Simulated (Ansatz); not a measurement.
# WC: strong compression

An exercise on one series of results from a longer session: the logs are not shown, and one member is left open.

Method: DFT LDA, with the methods named in each step, in Ansatz 0.2.0.

### The system as given

It takes space group Fm-3m (No. 225, cubic). Conventional cell: a = 4.309 Å, b = 4.309 Å, c = 4.309 Å, α = 90.00°, β = 90.00°, γ = 90.00°. W (site symmetry m-3m) is surrounded by 6 C at 2.15 Å. C (site symmetry m-3m) has 6 W at 2.15 Å as nearest neighbours.

Coordinates:

```cif
data_structure
_symmetry_space_group_name_H-M 'Fm-3m'
_symmetry_Int_Tables_number 225
_cell_length_a 4.3089
_cell_length_b 4.3089
_cell_length_c 4.3089
_cell_angle_alpha 90.000
_cell_angle_beta 90.000
_cell_angle_gamma 90.000
_cell_volume 80.00
loop_
_atom_site_label
_atom_site_type_symbol
_atom_site_symmetry_multiplicity
_atom_site_Wyckoff_symbol
_atom_site_fract_x
_atom_site_fract_y
_atom_site_fract_z
_atom_site_occupancy
W1 W 4 a 0.00000 0.00000 0.00000 1
C1 C 4 b 0.50000 0.00000 0.00000 1
```

The file gives the conventional cell by its symmetry; the runs use the cell typed in the input.

Whether this phase is the stable one at these pressures isn't tested.

Atoms are numbered in the order of the input: W1, C2.

The first run:

Contents of input.yaml:

```yaml
crystal:
  lattice:
    - [0.0, 2.15443469, 2.15443469]
    - [2.15443469, 0.0, 2.15443469]
    - [2.15443469, 2.15443469, 0.0]
  atoms:
    - { symbol: W, position: [0.0, 0.0, 0.0] }
    - { symbol: C, position: [0.5, 0.5, 0.5] }
kpoints:
  mp_grid: { grid: [17, 17, 17] }
scf:
  occupations: { method: fermi_dirac, width: 0.1 }
hamiltonian:
  xc: lda
  pseudopotentials: { kind: paw }
output:
  forces: true
  stress: true
  write_density: true
  write_potential: true
  elf: true
  volumetric_format: npy
relax:
  f_tol: 0.005
  max_steps: 40
  cell: {}
```

Run with:

```bash
> ansatz run input.yaml --threads 1 --pin off --max-ram 2048MiB --backend cpu --events-out ev --progress --plain --runs-dir out
```

Among the steps run: Cell relaxed at zero pressure, PAW; Volume scaled by 1, PAW; Volume scaled by 0.94, PAW; Volume scaled by 0.88, PAW; Volume scaled by 0.8, PAW; Volume scaled by 0.72, PAW; Volume scaled by 0.64, PAW; Volume scaled by 0.55, PAW; Volume scaled by 0.55, PAW (level accurate).

One of the session's tables, all rows but one given; the rest of the session is left out.

```
              method  volume over the first  volume (Å³/atom)  pressure (GPa)
                 PAW                      1                 ?               ?
                 PAW                   0.94             9.494           28.56
                 PAW                   0.88             8.888           67.85
                 PAW                    0.8             8.080          144.77
                 PAW                   0.72             7.272          265.42
                 PAW                   0.64             6.464          459.61
                 PAW                   0.55             5.555          837.42
PAW (level accurate)                   0.55             5.555          831.28
```

Estimate the missing values for PAW, 1.

The run gave: volume (Å³/atom): 10.100; pressure (GPa): 0.01. In the column «volume (Å³/atom)» it is the highest.

To keep in mind: Warnings in the runs' records: written density without core change.
